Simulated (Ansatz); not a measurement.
# BGaGeH6O: basis-set convergence

How large a basis does BGaGeH6O need? Two functionals are run in growing sets.

The runs use Ansatz 0.2.0, Gaussian basis; one geometry, several basis sets.

Levels to be run: PBE0-D4/def2-SVP; ωB97M-V/def2-SVP; PBE0-D4/def2-QZVPP; ωB97M-V/def2-QZVPP; the functionals' def2-TZVPP values are taken from earlier runs.

**1. The geometry**

All runs share one geometry, relaxed beforehand with PBE0-D4 in a triple-zeta def2 set.

SMILES `O[BH][GaH][GeH3]`, 10 atoms, charge 0, spin multiplicity 1.

Atoms are counted from 1 here; the program's logs count them from 0.

Bond lengths: O1–B2 1.354 Å, O1–H5 0.962 Å, B2–Ga3 2.099 Å, B2–H6 1.209 Å, Ga3–Ge4 2.457 Å, Ga3–H7 1.579 Å, Ge4–H8 1.542 Å, Ge4–H9 1.544 Å, Ge4–H10 1.544 Å. Angles: B2–O1–H5 113.8°, O1–B2–Ga3 119.0°, O1–B2–H6 118.6°, Ga3–B2–H6 122.3°, B2–Ga3–Ge4 122.8°, B2–Ga3–H7 123.3°, Ge4–Ga3–H7 113.9°, Ga3–Ge4–H8 114.2°, Ga3–Ge4–H9 111.0°, Ga3–Ge4–H10 111.5°, H8–Ge4–H9 106.7°, H8–Ge4–H10 106.7°, H9–Ge4–H10 106.3°.

**2. PBE0-D4 in def2-SVP**

Input file in.yaml:

```yaml
crystal:
  periodic: [false, false, false]
  atoms:
    - {symbol: O, position_ang: [-1.408323, 2.301640, -0.154979]}
    - {symbol: B, position_ang: [-0.187239, 1.818398, -0.482934]}
    - {symbol: Ga, position_ang: [0.630747, 0.257342, 0.657600]}
    - {symbol: Ge, position_ang: [0.238945, -2.113397, 0.145088]}
    - {symbol: H, position_ang: [-1.719055, 3.001248, -0.737916]}
    - {symbol: H, position_ang: [0.381892, 2.285306, -1.441687]}
    - {symbol: H, position_ang: [1.593754, 0.495110, 1.886337]}
    - {symbol: H, position_ang: [-0.659537, -2.352927, -1.085445]}
    - {symbol: H, position_ang: [-0.435061, -2.832270, 1.333436]}
    - {symbol: H, position_ang: [1.563866, -2.860439, -0.119501]}
basis:
  gaussian: {orbitals: def2-SVP}
hamiltonian: {xc: pbe0, dispersion: d4}
output: {orbitals: {seedname: orbitals}}
```

Run with:

```bash
> ansatz run in.yaml --threads 4 --pin off --events-out ev --progress --plain --max-ram 10444MiB
```

After this run come: ωB97M-V in def2-SVP; PBE0-D4 in def2-QZVPP; ωB97M-V in def2-QZVPP.

Q: Predict the results of all the runs planned. Wanted: PBE0-D4: double and triple zeta above quadruple; ωB97M-V: double and triple zeta above quadruple.

As calculated:

| quantity | value |
| --- | --- |
| PBE0-D4: double and triple zeta above quadruple | 19.69, 2.57 eV |
| ωB97M-V: double and triple zeta above quadruple | 19.70, 2.51 eV |

In words: For PBE0-D4 the step from double to triple zeta gains 17.12 eV and the next only 2.57 eV. These are total energies; as a rule much of such shifts cancels in differences, which this series doesn't test.
